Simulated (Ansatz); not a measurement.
## CHFSe, SMILES FC=[Se]: an active-space calculation, step by step

Program: the Python package of Ansatz (0.2.0).

Notebook, run cell by cell (the value of a cell's last expression is shown):

```python
import ansatz as az

BASIS_SET = 'def2-SVP'
```

```python
mol = (
    az.Crystal.molecule()
    .atom('F', (-1.0445, -0.4954, 0.6013))
    .atom('C', (-0.0807, 0.1085, -0.1148))
    .atom('Se', (1.3946, -0.555, 0.3553))
    .atom('H', (-0.214, 0.8816, -0.8622))
)
```

```python
setup = mol.calculation().basis(gaussian=BASIS_SET).correlation(active_electrons=4, active_orbitals=4)
for method in ['sc_nevpt2']:
    report = (setup if method is None else setup.correlation(method)).run().report
    space = report['configurations']
    state = space['states'][0]
    print(method or 'casscf', f'total {report["free_energy_ev"] / 27.211386246:.6f} Ha, active-space state {state["energy"]["hartree"]:.6f} Ha, mean field {report["reference_energy_ev"] / 27.211386246:.6f} Ha')
    print('  determinants', state['n_determinants'], ' natural occupations', [round(n, 3) for n in space['natural_occupations']])
print('effectively unpaired electrons, sum of min(n, 2 - n):', round(sum(min(n, 2 - n) for n in space['natural_occupations']), 3))
```

    sc_nevpt2 total -2537.798644 Ha, active-space state -2537.307873 Ha, mean field -2537.252373 Ha
      determinants 36  natural occupations [1.973, 1.908, 0.093, 0.027]
    effectively unpaired electrons, sum of min(n, 2 - n): 0.238

Caveats:
- Total energies depend on the basis set; only differences at equal settings carry meaning.
- The geometry is a force-field or estimated start, not a minimum of this method, and the basis set is short of its limit. The active space starts as a window about the frontier orbitals and is then optimised, not chosen by chemistry.
- Wall time of the script: 2.4 s on 1 thread of Arm Neoverse V2, on a shared host, peak memory 0.19 GiB.
